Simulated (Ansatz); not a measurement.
**Cl₂H₂SSn: a ladder of functionals and wavefunction methods**

How much do the methods differ for Cl₂H₂SSn? The plan is to run it at one geometry with functionals of several rungs and with coupled cluster, and see how far each lands from CCSD(T) at the basis-set limit for the atomisation energy.

Computed with Ansatz 0.2.0, Gaussian basis. Level: functionals in def2-TZVPP, the program's frozen cores in correlated methods.

The runs, in order: LDA (SPW92), PBE-D4, revPBE-D4, BLYP-D4, r2SCAN-D4, B97M-V, PBE0-D4, B3LYP-D4, r2SCANh-D4, r2SCAN0-D4, HSE06-D4, BHLYP-D4, CAM-B3LYP-D4, LC-ωPBE, ωB97X-V, ωB97M-V, B2PLYP, PBE-QIDH; CCSD(T)/def2-SVP; CCSD(T)/def2-TZVPP; CCSD(T)/def2-QZVPP; extrapolation to the limit; RPA on PBE.

## Step 1: The relaxed structure

The geometry comes from an earlier relaxation with PBE0-D4 in a triple-zeta def2 set; it is a stationary point. Sn takes the def2 core potential; no spin-orbit term is included.

SMILES `[SH][SnH]([Cl])[Cl]`, 6 atoms, charge 0, spin multiplicity 1.

Atoms are counted from 1 here; the program's logs count them from 0.

Bond lengths: S1–Sn2 2.375 Å, S1–H5 1.345 Å, Sn2–Cl3 2.316 Å, Sn2–Cl4 2.309 Å, Sn2–H6 1.697 Å. Angles: Sn2–S1–H5 92.1°, S1–Sn2–Cl3 108.8°, S1–Sn2–Cl4 105.5°, S1–Sn2–H6 117.2°, Cl3–Sn2–Cl4 108.3°, Cl3–Sn2–H6 107.7°, Cl4–Sn2–H6 109.2°.

## Step 2: LDA

This LDA is Slater exchange with PW92 correlation.

File in.yaml:

```yaml
crystal:
  periodic: [false, false, false]
  atoms:
    - {symbol: S, position_ang: [-0.285886, 0.525413, -1.853891]}
    - {symbol: Sn, position_ang: [0.246652, -0.314047, 0.303414]}
    - {symbol: Cl, position_ang: [-1.280104, 0.527948, 1.828044]}
    - {symbol: Cl, position_ang: [-0.050546, -2.599509, 0.168767]}
    - {symbol: H, position_ang: [-0.390337, 1.784643, -1.391624]}
    - {symbol: H, position_ang: [1.802422, 0.011453, 0.899089]}
basis:
  gaussian: {orbitals: def2-TZVPP}
hamiltonian: {xc: lda}
output: {orbitals: {seedname: orbitals}}
```

Launch:

```
$ ansatz run in.yaml --threads 2 --pin off --events-out ev --progress --plain --max-ram 32768MiB --backend cpu
```

After this run come: PBE-D4 (GGA); revPBE-D4 (GGA); BLYP-D4 (GGA); r2SCAN-D4 (meta-GGA); B97M-V (meta-GGA); B3LYP-D4 (hybrid); r2SCANh-D4 (hybrid); r2SCAN0-D4 (hybrid); HSE06-D4 (hybrid); BHLYP-D4 (hybrid); CAM-B3LYP-D4 (range-separated); LC-ωPBE (range-separated); ωB97X-V (range-separated); ωB97M-V (range-separated); B2PLYP (double hybrid); PBE-QIDH (double hybrid); CCSD(T) in def2-SVP; CCSD(T) in def2-TZVPP; CCSD(T) in def2-QZVPP; RPA on PBE orbitals.

**Question.** What will the summary of the whole plan be? Wanted: atomisation energy, CCSD(T)/CBS; farthest beyond LDA; mean size of error, GGA; mean size of error, meta-GGA; mean size of error, hybrid; mean size of error, range-separated; mean size of error, double hybrid; gap, smallest and largest; T1 diagnostic.

**Answer**, as computed:

| quantity | value |
| --- | --- |
| atomisation energy, CCSD(T)/CBS | 379.4 kcal/mol |
| functionals within 3.8 kcal/mol (1.0 %) | PBE-D4, r2SCAN-D4, ωB97X-V, ωB97M-V |
| farthest beyond LDA | BHLYP-D4 (-20.4 kcal/mol) |
| mean size of error, GGA | 9.3 kcal/mol |
| mean size of error, meta-GGA | 5.4 kcal/mol |
| mean size of error, hybrid | 10.2 kcal/mol |
| mean size of error, range-separated | 7.5 kcal/mol |
| mean size of error, double hybrid | 12.8 kcal/mol |
| gap, smallest and largest | 3.85 eV (LDA (SPW92)), 11.15 eV (LC-ωPBE) |
| T1 diagnostic | 0.0113 |
| triples share of the correlation energy | 3.9 % |

What this shows: The LDA atomisation energy is off by 53.9 kcal/mol (14 %): it overbinds. PBE-D4 is off by -1.1 kcal/mol. Double hybrids carry the basis error of their MP2 part in triple zeta, and no dispersion term here, so their miss is partly the set-up's. Taken by rung, meta-GGA functionals do best (5.4 kcal/mol on average) and double hybrid ones worst beyond LDA (12.8 kcal/mol). The reference freezes the cores and leaves out spin-orbit coupling and excitations past (T), and its outer-core shells are covered unevenly, so misses under about 3.8 kcal/mol can't be ranked. All levels share the lack of spin-orbit coupling, which lowers the free heavy atoms and so the true binding. Hartree-Fock recovers 68 % of the binding; the rest is correlation. CCSD(T) in def2-SVP is off by -44.9 kcal/mol, more than most functionals: a good method in a small basis is no reference. The gap grows from 3.8 to 11.2 eV across the functionals, mostly with the share of exact exchange. Correlated methods include outer-core shells of Sn, which these sets cover unevenly.
